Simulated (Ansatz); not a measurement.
# BH₆OSn+ (SMILES [BH2][SnH2][OH2+]): a rigid scan of the dihedral angle H4–B1–Sn2–O3, part 2 of 3

Ansatz 0.2.0, Gaussian basis.

## 5. H4–B1–Sn2–O3 = 50.1°

File pbe-tzvpp/in.yaml:

```yaml
crystal:
  periodic: [false, false, false]
  atoms:
    - {symbol: B, position_ang: [-1.293511, 0.556397, -1.288139]}
    - {symbol: Sn, position_ang: [0.589960, 0.706416, -0.089692]}
    - {symbol: O, position_ang: [1.382630, -1.364835, -0.336856]}
    - {symbol: H, position_ang: [-2.033861, -0.349870, -1.081556]}
    - {symbol: H, position_ang: [-1.503580, 1.396531, -2.100093]}
    - {symbol: H, position_ang: [0.568988, 0.701220, 1.605176]}
    - {symbol: H, position_ang: [2.008340, 1.389875, -0.712830]}
    - {symbol: H, position_ang: [2.313740, -1.587280, -0.211526]}
    - {symbol: H, position_ang: [0.858975, -2.169478, -0.238791]}
basis:
  gaussian: {orbitals: def2-TZVPP}
total_charge: 1
hamiltonian: {xc: pbe, dispersion: d4}
output: {forces: true}
```

r2scan-tzvpp/in.yaml differs from pbe-tzvpp/in.yaml so:

```diff
-hamiltonian: {xc: pbe, dispersion: d4}
+hamiltonian: {xc: r2scan, dispersion: d4}
```

pbe0-tzvpp/in.yaml:

```diff
-hamiltonian: {xc: pbe, dispersion: d4}
-output: {forces: true}
+hamiltonian: {xc: pbe0, dispersion: d4}
+output: {forces: true, orbitals: {seedname: orbitals}}
```

b3lyp-tzvpp/in.yaml:

```diff
-hamiltonian: {xc: pbe, dispersion: d4}
+hamiltonian: {xc: {name: B3LYP}, dispersion: d4}
```

wb97mv-tzvpp/in.yaml:

```diff
-hamiltonian: {xc: pbe, dispersion: d4}
-output: {forces: true}
+hamiltonian: {xc: {name: wB97M-V}}
```

ccsdt-tzvpp/in.yaml:

```diff
-hamiltonian: {xc: pbe, dispersion: d4}
-output: {forces: true}
+correlation: {method: ccsd_t}
```

Each run has its own folder and the same command.

Started as:

```sh
ansatz run in.yaml --threads 2 --pin off --events-out ev --progress --plain --max-ram 4352MiB
```

Log of pbe-tzvpp, shortened:

```text
Functional definition: PBE
  name "PBE"
  cite "Perdew, Burke & Ernzerhof, Phys. Rev. Lett. 77, 3865 (1996) doi:10.1103/PhysRevLett.77.3865"
  parent pbe
[...]
1062 factors; their error is unknown
[...]
mean field -8641.75680947 eV, -317.5787051548 hartree, gradient 2.2e-5 eV, S^2 0.000000; 0 other end points of the search recorded, 0 dependent functions left out
[...]
Atom 5 at     0.568988     0.701220     1.605176 Å, force    -0.014692     0.052918     0.224429 eV/Å
Atom 6 at     2.008340     1.389875    -0.712830 Å, force     0.204554     0.032084    -0.076511 eV/Å
Atom 7 at     2.313740    -1.587280    -0.211526 Å, force     0.394707    -0.078593     0.063887 eV/Å
Atom 8 at     0.858975    -2.169478    -0.238791 Å, force    -0.215990    -0.346241     0.077582 eV/Å
Dipole moment:     0.110566    -0.698081    -0.060259 e Å
```

Output in r2scan-tzvpp, shortened:

```text
[... 5 set-up lines as earlier in the session ...]
[...]
1062 factors; their error is unknown
[...]
Atom 5 at     0.568988     0.701220     1.605176 Å, force    -0.008500     0.050168     0.014264 eV/Å
Atom 6 at     2.008340     1.389875    -0.712830 Å, force     0.029915    -0.052306     0.002786 eV/Å
Atom 7 at     2.313740    -1.587280    -0.211526 Å, force     0.003608     0.003539     0.009225 eV/Å
Atom 8 at     0.858975    -2.169478    -0.238791 Å, force     0.015939    -0.016502     0.035309 eV/Å
Dipole moment:     0.108558    -0.701214    -0.059790 e Å
```

pbe0-tzvpp printed, shortened:

```text
[... 5 set-up lines as earlier in the session ...]
[...]
1135 factors; their error is unknown
[...]
mean field -8642.43459336 eV, -317.6036132532 hartree, gradient 4.8e-5 eV, S^2 0.000000; 0 other end points of the search recorded, 0 dependent functions left out
[...]
Atom 5 at     0.568988     0.701220     1.605176 Å, force    -0.021043     0.042960     0.015420 eV/Å
Atom 6 at     2.008340     1.389875    -0.712830 Å, force     0.026327    -0.037394    -0.011167 eV/Å
Atom 7 at     2.313740    -1.587280    -0.211526 Å, force    -0.094394     0.029140    -0.010973 eV/Å
Atom 8 at     0.858975    -2.169478    -0.238791 Å, force     0.070726     0.070398     0.016856 eV/Å
Dipole moment:     0.109390    -0.693046    -0.056957 e Å
```

Log of b3lyp-tzvpp, shortened:

```text
[... 6 set-up lines as earlier in the session ...]
[...]
1106 factors; their error is unknown
[...]
Atom 5 at     0.568988     0.701220     1.605176 Å, force    -0.012877     0.046276     0.081261 eV/Å
Atom 6 at     2.008340     1.389875    -0.712830 Å, force     0.082579    -0.009414    -0.025543 eV/Å
Atom 7 at     2.313740    -1.587280    -0.211526 Å, force     0.050144    -0.004336    -0.000184 eV/Å
Atom 8 at     0.858975    -2.169478    -0.238791 Å, force    -0.009567    -0.053583     0.024527 eV/Å
Dipole moment:     0.103007    -0.696219    -0.061695 e Å
```

wb97mv-tzvpp printed, shortened:

```text
[... 5 set-up lines as earlier in the session ...]
  # Of w^i u^j: cxij and so on, Table III.
[...]
  gx(w, u) = 1 - cx + cx01*u + cx10*w
[...]
      + integral(e_c_pw_mod_opposite_spin*gos(b97_w_opposite, b97_u_opposite)) + vv10(b, c)
1106 factors; their error is unknown
283 factors; integrals over basis functions are off by at most 1.1e-5 eV
[...]
mean field -8642.85964356 eV, -317.6192335601 hartree, gradient 5.5e-5 eV, S^2 0.000000; 0 other end points of the search recorded, 0 dependent functions left out
reference -8642.85970425 eV, -317.6192357906 hartree; 20, 20 occupied and 176, 176 virtual orbitals, 1106 factors
Total energy: -8642.85970425 eV, -317.6192357906 hartree
```

ccsdt-tzvpp printed, shortened:

```text
[... 4 set-up lines as earlier in the session ...]
[...]
1319 factors; integrals over basis functions are off by at most 1.5e-3 eV
[...]
mean field -8603.34912039 eV, -316.1672486150 hartree, gradient 1.6e-6 eV, S^2 0.000000; 0 other end points of the search recorded, 0 dependent functions left out
6 core orbitals not correlated: weight in the atoms' cores, before any rotation towards them, 1.000 or more for the frozen orbitals, at most 0.000 for the correlated occupied ones
reference -8603.34912039 eV, -316.1672486150 hartree; 14, 14 occupied and 176, 176 virtual orbitals, 1319 factors
second order -18.13843571 eV of doubles, -0.00000000 eV of singles
cycle   1  -18.37228348 eV  change   -2.3e-1 eV  update   9.0e-2
[...]
cycle  10  -18.90781432 eV  change    8.8e-6 eV  update   1.6e-5
perturbative correction -0.51996090 eV, -0.0191082108 hartree
Total energy: -8622.77689562 eV, -316.8812061859 hartree
```

Wall times: 4.3 s (pbe-tzvpp), 7 s (r2scan-tzvpp), 7.5 s (pbe0-tzvpp), 7.5 s (b3lyp-tzvpp), 14 s (wb97mv-tzvpp), 1.8 min (ccsdt-tzvpp) on 2 threads of Intel Xeon Platinum 8259CL at 2.50GHz, shared host; peak memory 2.6 GiB.

## 6. H4–B1–Sn2–O3 = 75.8°

File pbe-tzvpp/in.yaml:

```yaml
crystal:
  periodic: [false, false, false]
  atoms:
    - {symbol: B, position_ang: [-1.293511, 0.556397, -1.288139]}
    - {symbol: Sn, position_ang: [0.589960, 0.706416, -0.089692]}
    - {symbol: O, position_ang: [1.811115, -0.882966, -1.070580]}
    - {symbol: H, position_ang: [-2.033861, -0.349870, -1.081556]}
    - {symbol: H, position_ang: [-1.503580, 1.396531, -2.100093]}
    - {symbol: H, position_ang: [0.695647, 0.084054, 1.483375]}
    - {symbol: H, position_ang: [1.766605, 1.885211, -0.394926]}
    - {symbol: H, position_ang: [2.775047, -0.907334, -1.021627]}
    - {symbol: H, position_ang: [1.492190, -1.768377, -1.284156]}
basis:
  gaussian: {orbitals: def2-TZVPP}
total_charge: 1
hamiltonian: {xc: pbe, dispersion: d4}
output: {forces: true}
```

r2scan-tzvpp/in.yaml differs from pbe-tzvpp/in.yaml so:

```diff
-hamiltonian: {xc: pbe, dispersion: d4}
+hamiltonian: {xc: r2scan, dispersion: d4}
```

pbe0-tzvpp/in.yaml:

```diff
-hamiltonian: {xc: pbe, dispersion: d4}
-output: {forces: true}
+hamiltonian: {xc: pbe0, dispersion: d4}
+output: {forces: true, orbitals: {seedname: orbitals}}
```

b3lyp-tzvpp/in.yaml:

```diff
-hamiltonian: {xc: pbe, dispersion: d4}
+hamiltonian: {xc: {name: B3LYP}, dispersion: d4}
```

wb97mv-tzvpp/in.yaml:

```diff
-hamiltonian: {xc: pbe, dispersion: d4}
-output: {forces: true}
+hamiltonian: {xc: {name: wB97M-V}}
```

ccsdt-tzvpp/in.yaml:

```diff
-hamiltonian: {xc: pbe, dispersion: d4}
-output: {forces: true}
+correlation: {method: ccsd_t}
```

One command serves all of them, each in its own folder.

Started as:

```sh
ansatz run in.yaml --threads 2 --pin off --events-out ev --progress --plain --max-ram 4352MiB
```

pbe-tzvpp printed, shortened:

```text
[... 4 set-up lines as earlier in the session ...]
[...]
1062 factors; their error is unknown
[...]
mean field -8641.67062959 eV, -317.5755381027 hartree, gradient 1.3e-5 eV, S^2 0.000000; 0 other end points of the search recorded, 0 dependent functions left out
[...]
Atom 5 at     0.695647     0.084054     1.483375 Å, force     0.001123    -0.058857     0.225481 eV/Å
Atom 6 at     1.766605     1.885211    -0.394926 Å, force     0.175658     0.129720    -0.055289 eV/Å
Atom 7 at     2.775047    -0.907334    -1.021627 Å, force     0.408577     0.012929     0.039033 eV/Å
Atom 8 at     1.492190    -1.768377    -1.284156 Å, force    -0.105865    -0.395985    -0.050673 eV/Å
Dipole moment:     0.256955    -0.588372    -0.323840 e Å
```

Output in r2scan-tzvpp, shortened:

```text
[... 5 set-up lines as earlier in the session ...]
[...]
1062 factors; their error is unknown
[...]
Atom 5 at     0.695647     0.084054     1.483375 Å, force    -0.006300     0.015654     0.031968 eV/Å
Atom 6 at     1.766605     1.885211    -0.394926 Å, force     0.032924    -0.015110    -0.014162 eV/Å
Atom 7 at     2.775047    -0.907334    -1.021627 Å, force     0.007097     0.013124     0.012321 eV/Å
Atom 8 at     1.492190    -1.768377    -1.284156 Å, force     0.042179    -0.029051     0.035207 eV/Å
Dipole moment:     0.256704    -0.591419    -0.323759 e Å
```

pbe0-tzvpp printed, shortened:

```text
[... 5 set-up lines as earlier in the session ...]
[...]
1135 factors; their error is unknown
[...]
mean field -8642.35860933 eV, -317.6008208918 hartree, gradient 5.0e-5 eV, S^2 0.000000; 0 other end points of the search recorded, 0 dependent functions left out
[...]
Atom 5 at     0.695647     0.084054     1.483375 Å, force    -0.015119     0.009382     0.030288 eV/Å
Atom 6 at     1.766605     1.885211    -0.394926 Å, force     0.026445    -0.001110    -0.019674 eV/Å
Atom 7 at     2.775047    -0.907334    -1.021627 Å, force    -0.094790     0.018223     0.000904 eV/Å
Atom 8 at     1.492190    -1.768377    -1.284156 Å, force     0.074195     0.068731     0.050327 eV/Å
Dipole moment:     0.256899    -0.583993    -0.316151 e Å
```

Output in b3lyp-tzvpp, shortened:

```text
[... 6 set-up lines as earlier in the session ...]
[...]
1106 factors; their error is unknown
[...]
Atom 5 at     0.695647     0.084054     1.483375 Å, force    -0.004175    -0.009512     0.092151 eV/Å
Atom 6 at     1.766605     1.885211    -0.394926 Å, force     0.073498     0.042117    -0.022938 eV/Å
Atom 7 at     2.775047    -0.907334    -1.021627 Å, force     0.053905     0.018533     0.000696 eV/Å
Atom 8 at     1.492190    -1.768377    -1.284156 Å, force     0.024829    -0.064730     0.010606 eV/Å
Dipole moment:     0.250947    -0.586718    -0.321910 e Å
```

wb97mv-tzvpp printed, shortened:

```text
[... 5 set-up lines as earlier in the session ...]
  # Of w^i u^j: cxij and so on, Table III.
[...]
  gx(w, u) = 1 - cx + cx01*u + cx10*w
[...]
      + integral(e_c_pw_mod_opposite_spin*gos(b97_w_opposite, b97_u_opposite)) + vv10(b, c)
1106 factors; their error is unknown
283 factors; integrals over basis functions are off by at most 1.0e-5 eV
[...]
mean field -8642.79047213 eV, -317.6166915571 hartree, gradient 3.4e-5 eV, S^2 0.000000; 0 other end points of the search recorded, 0 dependent functions left out
reference -8642.79053299 eV, -317.6166937935 hartree; 20, 20 occupied and 176, 176 virtual orbitals, 1106 factors
Total energy: -8642.79053299 eV, -317.6166937935 hartree
```

Log of ccsdt-tzvpp, shortened:

```text
[... 4 set-up lines as earlier in the session ...]
[...]
1319 factors; integrals over basis functions are off by at most 1.2e-3 eV
[...]
mean field -8603.29094526 eV, -316.1651107183 hartree, gradient 1.8e-6 eV, S^2 0.000000; 0 other end points of the search recorded, 0 dependent functions left out
6 core orbitals not correlated: weight in the atoms' cores, before any rotation towards them, 1.000 or more for the frozen orbitals, at most 0.000 for the correlated occupied ones
reference -8603.29094526 eV, -316.1651107183 hartree; 14, 14 occupied and 176, 176 virtual orbitals, 1319 factors
second order -18.12923291 eV of doubles, -0.00000000 eV of singles
cycle   1  -18.36586413 eV  change   -2.4e-1 eV  update   9.0e-2
[...]
cycle  10  -18.89969711 eV  change    7.0e-6 eV  update   1.7e-5
perturbative correction -0.51768143 eV, -0.0190244416 hartree
Total energy: -8622.70832380 eV, -316.8786862181 hartree
```

Wall times: 5.5 s (pbe-tzvpp), 8.5 s (r2scan-tzvpp), 8.6 s (pbe0-tzvpp), 8.6 s (b3lyp-tzvpp), 14 s (wb97mv-tzvpp), 1.8 min (ccsdt-tzvpp) on 2 threads of Intel Xeon Platinum 8259CL at 2.50GHz, shared host; peak memory 2.6 GiB.

## 7. H4–B1–Sn2–O3 = 101.6°

File pbe-tzvpp/in.yaml:

```yaml
crystal:
  periodic: [false, false, false]
  atoms:
    - {symbol: B, position_ang: [-1.293511, 0.556397, -1.288139]}
    - {symbol: Sn, position_ang: [0.589960, 0.706416, -0.089692]}
    - {symbol: O, position_ang: [2.064513, -0.077839, -1.569602]}
    - {symbol: H, position_ang: [-2.033861, -0.349870, -1.081556]}
    - {symbol: H, position_ang: [-1.503580, 1.396531, -2.100093]}
    - {symbol: H, position_ang: [0.950768, -0.399651, 1.142978]}
    - {symbol: H, position_ang: [1.441631, 2.159894, 0.081416]}
    - {symbol: H, position_ang: [3.009619, 0.112587, -1.517950]}
    - {symbol: H, position_ang: [1.940447, -0.874048, -2.100584]}
basis:
  gaussian: {orbitals: def2-TZVPP}
total_charge: 1
hamiltonian: {xc: pbe, dispersion: d4}
output: {forces: true}
```

r2scan-tzvpp/in.yaml, as changes to pbe-tzvpp/in.yaml:

```diff
-hamiltonian: {xc: pbe, dispersion: d4}
+hamiltonian: {xc: r2scan, dispersion: d4}
```

pbe0-tzvpp/in.yaml:

```diff
-hamiltonian: {xc: pbe, dispersion: d4}
-output: {forces: true}
+hamiltonian: {xc: pbe0, dispersion: d4}
+output: {forces: true, orbitals: {seedname: orbitals}}
```

b3lyp-tzvpp/in.yaml:

```diff
-hamiltonian: {xc: pbe, dispersion: d4}
+hamiltonian: {xc: {name: B3LYP}, dispersion: d4}
```

wb97mv-tzvpp/in.yaml:

```diff
-hamiltonian: {xc: pbe, dispersion: d4}
-output: {forces: true}
+hamiltonian: {xc: {name: wB97M-V}}
```

ccsdt-tzvpp/in.yaml:

```diff
-hamiltonian: {xc: pbe, dispersion: d4}
-output: {forces: true}
+correlation: {method: ccsd_t}
```

One command serves all of them, each in its own folder.

Started as:

```sh
ansatz run in.yaml --threads 2 --pin off --events-out ev --progress --plain --max-ram 4352MiB
```

Output in pbe-tzvpp, shortened:

```text
[... 4 set-up lines as earlier in the session ...]
[...]
1062 factors; their error is unknown
[...]
mean field -8641.64903458 eV, -317.5747445009 hartree, gradient 1.2e-5 eV, S^2 0.000000; 0 other end points of the search recorded, 0 dependent functions left out
[...]
Atom 5 at     0.950768    -0.399651     1.142978 Å, force     0.072275    -0.154280     0.152938 eV/Å
Atom 6 at     1.441631     2.159894     0.081416 Å, force     0.099921     0.204000     0.030807 eV/Å
Atom 7 at     3.009619     0.112587    -1.517950 Å, force     0.395832     0.093031     0.045590 eV/Å
Atom 8 at     1.940447    -0.874048    -2.100584 Å, force    -0.004098    -0.352814    -0.194832 eV/Å
Dipole moment:     0.361765    -0.347046    -0.518095 e Å
```

r2scan-tzvpp printed, shortened:

```text
[... 5 set-up lines as earlier in the session ...]
[...]
1062 factors; their error is unknown
[...]
Atom 5 at     0.950768    -0.399651     1.142978 Å, force     0.033654    -0.019447     0.001976 eV/Å
Atom 6 at     1.441631     2.159894     0.081416 Å, force    -0.002625     0.023709     0.013329 eV/Å
Atom 7 at     3.009619     0.112587    -1.517950 Å, force     0.004370     0.007101     0.014592 eV/Å
Atom 8 at     1.940447    -0.874048    -2.100584 Å, force     0.063255    -0.018341     0.022431 eV/Å
Dipole moment:     0.362175    -0.349844    -0.518979 e Å
```

Output in pbe0-tzvpp, shortened:

```text
[... 5 set-up lines as earlier in the session ...]
[...]
1135 factors; their error is unknown
[...]
mean field -8642.33868827 eV, -317.6000888065 hartree, gradient 3.5e-5 eV, S^2 0.000000; 0 other end points of the search recorded, 0 dependent functions left out
[...]
Atom 5 at     0.950768    -0.399651     1.142978 Å, force     0.022238    -0.024165     0.002545 eV/Å
Atom 6 at     1.441631     2.159894     0.081416 Å, force    -0.008418     0.033233     0.009317 eV/Å
Atom 7 at     3.009619     0.112587    -1.517950 Å, force    -0.096303    -0.008334     0.004574 eV/Å
Atom 8 at     1.940447    -0.874048    -2.100584 Å, force     0.073287     0.071298     0.072579 eV/Å
Dipole moment:     0.360906    -0.346704    -0.508628 e Å
```

Output in b3lyp-tzvpp, shortened:

```text
[... 6 set-up lines as earlier in the session ...]
[...]
1106 factors; their error is unknown
[...]
Atom 5 at     0.950768    -0.399651     1.142978 Å, force     0.040688    -0.060243     0.053367 eV/Å
Atom 6 at     1.441631     2.159894     0.081416 Å, force     0.028203     0.084597     0.022313 eV/Å
Atom 7 at     3.009619     0.112587    -1.517950 Å, force     0.047930     0.027539     0.006731 eV/Å
Atom 8 at     1.940447    -0.874048    -2.100584 Å, force     0.052574    -0.046176    -0.014443 eV/Å
Dipole moment:     0.355293    -0.348509    -0.515049 e Å
```

wb97mv-tzvpp printed, shortened:

```text
[... 5 set-up lines as earlier in the session ...]
  # Of w^i u^j: cxij and so on, Table III.
[...]
  gx(w, u) = 1 - cx + cx01*u + cx10*w
[...]
      + integral(e_c_pw_mod_opposite_spin*gos(b97_w_opposite, b97_u_opposite)) + vv10(b, c)
1106 factors; their error is unknown
283 factors; integrals over basis functions are off by at most 1.1e-5 eV
[...]
mean field -8642.77177056 eV, -317.6160042870 hartree, gradient 2.7e-5 eV, S^2 0.000000; 0 other end points of the search recorded, 0 dependent functions left out
reference -8642.77183127 eV, -317.6160065180 hartree; 20, 20 occupied and 176, 176 virtual orbitals, 1106 factors
Total energy: -8642.77183127 eV, -317.6160065180 hartree
```

Output in ccsdt-tzvpp, shortened:

```text
[... 4 set-up lines as earlier in the session ...]
[...]
1319 factors; integrals over basis functions are off by at most 1.2e-3 eV
[...]
mean field -8603.27360662 eV, -316.1644735349 hartree, gradient 1.7e-6 eV, S^2 0.000000; 0 other end points of the search recorded, 0 dependent functions left out
6 core orbitals not correlated: weight in the atoms' cores, before any rotation towards them, 1.000 or more for the frozen orbitals, at most 0.000 for the correlated occupied ones
reference -8603.27360662 eV, -316.1644735349 hartree; 14, 14 occupied and 176, 176 virtual orbitals, 1319 factors
second order -18.12807949 eV of doubles, -0.00000000 eV of singles
cycle   1  -18.36526863 eV  change   -2.4e-1 eV  update   9.0e-2
[...]
cycle  10  -18.89898610 eV  change    6.2e-6 eV  update   1.6e-5
perturbative correction -0.51735397 eV, -0.0190124077 hartree
Total energy: -8622.68994668 eV, -316.8780108714 hartree
```

Times: 4.7 s (pbe-tzvpp), 7 s (r2scan-tzvpp), 8 s (pbe0-tzvpp), 7.5 s (b3lyp-tzvpp), 14 s (wb97mv-tzvpp), 1.8 min (ccsdt-tzvpp) on 2 threads of Intel Xeon Platinum 8259CL at 2.50GHz, shared host; peak memory 2.6 GiB.

[end of part 2 of 3]
